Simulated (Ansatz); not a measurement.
**C2H9SbSi: up Jacob's ladder to CCSD(T)**

An exercise on one series of results from a longer session: the logs are not shown, and one member is left open.

Program: Ansatz 0.2.0, Gaussian basis. Level of theory: functionals in def2-TZVPP, the program's frozen cores in correlated methods. These are calculated values, not measurements.

Plan: LDA (SPW92), PBE-D4, revPBE-D4, BLYP-D4, r2SCAN-D4, B97M-V, PBE0-D4, B3LYP-D4, r2SCANh-D4, r2SCAN0-D4, HSE06-D4, BHLYP-D4, CAM-B3LYP-D4, LC-ωPBE, ωB97X-V, ωB97M-V, B2PLYP, PBE-QIDH; CCSD(T)/def2-SVP; CCSD(T)/def2-TZVPP; MP2/def2-QZVPP; extrapolation to the limit; RPA on PBE.

## The relaxed structure

An earlier PBE0-D4 in a triple-zeta def2 set relaxation fixed the geometry. Sb takes the def2 core potential; no spin-orbit term is included.

13 atoms, charge 0, spin multiplicity 1.

Atoms are counted from 1 here; the program's logs count them from 0.

Bond lengths: C1–Sb2 2.166 Å, C1–H5 1.090 Å, C1–H6 1.090 Å, C1–H7 1.090 Å, Sb2–C3 2.166 Å, Sb2–Si4 2.570 Å, C3–H8 1.090 Å, C3–H9 1.090 Å, C3–H10 1.090 Å, Si4–H11 1.491 Å, Si4–H12 1.489 Å, Si4–H13 1.489 Å. Angles: Sb2–C1–H5 110.7°, Sb2–C1–H6 108.6°, Sb2–C1–H7 109.5°, H5–C1–H6 109.6°, H5–C1–H7 109.6°, H6–C1–H7 108.8°, C1–Sb2–C3 95.1°, C1–Sb2–Si4 93.2°, C3–Sb2–Si4 93.2°, Sb2–C3–H8 110.7°, Sb2–C3–H9 109.5°, Sb2–C3–H10 108.6°, H8–C3–H9 109.6°, H8–C3–H10 109.6°, H9–C3–H10 108.8°, Sb2–Si4–H11 110.5°, Sb2–Si4–H12 110.7°, Sb2–Si4–H13 110.7° and more.

Geometry (Å):

```
C    -0.9188    1.5048   -0.7244
Sb    0.6491    0.0658   -1.1268
C     1.7164    0.4243    0.7234
Si   -0.6943   -1.8904   -0.1402
H    -1.2836    1.4021    0.2973
H    -0.5160    2.5077   -0.8691
H    -1.7413    1.3519   -1.4233
H     1.0264    0.4561    1.5663
H     2.4489   -0.3676    0.8804
H     2.2400    1.3774    0.6442
H    -1.2620   -1.5165    1.1872
H    -1.8186   -2.2642   -1.0419
H     0.1741   -3.0861    0.0418
```

Set-up of the first run:

File in.yaml:

```yaml
crystal:
  periodic: [false, false, false]
  atoms:
    - {symbol: C, position_ang: [-0.918780, 1.504829, -0.724440]}
    - {symbol: Sb, position_ang: [0.649097, 0.065765, -1.126793]}
    - {symbol: C, position_ang: [1.716403, 0.424334, 0.723430]}
    - {symbol: Si, position_ang: [-0.694285, -1.890352, -0.140169]}
    - {symbol: H, position_ang: [-1.283577, 1.402050, 0.297322]}
    - {symbol: H, position_ang: [-0.516009, 2.507685, -0.869067]}
    - {symbol: H, position_ang: [-1.741326, 1.351860, -1.423294]}
    - {symbol: H, position_ang: [1.026405, 0.456073, 1.566331]}
    - {symbol: H, position_ang: [2.448945, -0.367580, 0.880439]}
    - {symbol: H, position_ang: [2.240036, 1.377437, 0.644163]}
    - {symbol: H, position_ang: [-1.261961, -1.516472, 1.187183]}
    - {symbol: H, position_ang: [-1.818632, -2.264240, -1.041894]}
    - {symbol: H, position_ang: [0.174085, -3.086087, 0.041787]}
basis:
  gaussian: {orbitals: def2-TZVPP}
hamiltonian: {xc: lda}
output: {orbitals: {seedname: orbitals}}
```

Among the steps run: LDA; PBE-D4 (GGA); revPBE-D4 (GGA); BLYP-D4 (GGA); r2SCAN-D4 (meta-GGA); B97M-V (meta-GGA); PBE0-D4 (hybrid); B3LYP-D4 (hybrid); r2SCANh-D4 (hybrid); r2SCAN0-D4 (hybrid); HSE06-D4 (hybrid); BHLYP-D4 (hybrid); CAM-B3LYP-D4 (range-separated); LC-ωPBE-D4 (range-separated; the results give it without D4); ωB97X-V (range-separated); ωB97M-V (range-separated); B2PLYP (double hybrid); PBE-QIDH (double hybrid).

One of the session's tables, all rows but one given; the rest of the session is left out.

It belongs to the step «Frontier levels by functional». 

```
  functional  HOMO (eV)  gap (eV)
 LDA (SPW92)      -5.75      4.59
      PBE-D4      -5.62      4.64
   revPBE-D4      -5.56      4.67
     BLYP-D4      -5.49      4.60
   r2SCAN-D4      -5.82      5.11
      B97M-V      -5.83      4.93
     PBE0-D4      -6.56      6.31
    B3LYP-D4      -6.39      5.93
  r2SCANh-D4      -6.17      5.72
  r2SCAN0-D4      -6.69      6.61
    HSE06-D4      -6.17      5.56
    BHLYP-D4      -7.39      7.87
CAM-B3LYP-D4      -7.75      8.38
     LC-ωPBE      -8.96     10.65
     ωB97X-V      -8.67     10.23
     ωB97M-V          ?         ?
```

Q: Estimate the row for ωB97M-V from the others.

**Answer.** HOMO (eV): -8.56; gap (eV): 9.84. In the column «HOMO (eV)» it lies between ωB97X-V (-8.67) and CAM-B3LYP-D4 (-7.75).
